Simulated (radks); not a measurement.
# Taking charge from the 2p level of Mg³⁺ in fractions

The task here is to estimate one member of a computed series from the others.

Program: radks (a radial shooting solver on a logarithmic mesh, Libxc functionals) version 1. Level of theory: scalar-relativistic Kohn-Sham, PBE, spin-polarised, spherical densities, finite nucleus. These are calculated values, not measurements, unless marked.

## The system

| Property | Result |
| --- | --- |
| element | magnesium (Z = 12) |
| charge | +3 |
| electrons | 9 |
| configuration | [He] 2s2 2p(up 3, down 2) |
| nuclear rms radius | 3.057 fm |

A shell typed twice in an input gives spin up, then spin down.

Set-up of the first run:

The run's settings:

```text
Z 12
configuration [He] 2s2 2p3 2p2
relativity scalar-relativistic
functional pbe,pbe
spin polarised
nucleus finite rms 3.057 fm
c 137.035999084
```

Steps of the session up to this table: Start: [He] 2s2 2p(up 3, down 2).

One table of the session follows, with a row left open; its other results are not shown here.

It belongs to the step «Start: [He] 2s2 2p(up 3, down 2)». From the orbitals of this run (lengths in bohr):

```
  level     <r>  outermost maximum (interpolated)  90 % within
  1s up  0.1306                            0.0851        0.234
1s down  0.1305                            0.0850        0.233
  2s up  0.6696                             0.537         1.05
2s down       ?                                 ?            ?
  2p up  0.6385                             0.463         1.07
2p down  0.6454                             0.466         1.09
```

Q: Estimate the row for 2s down from the others.

**Answer.** <r>: 0.6737; outermost maximum (interpolated): 0.538; 90 % within: 1.06. In the column «<r>» it is the highest.
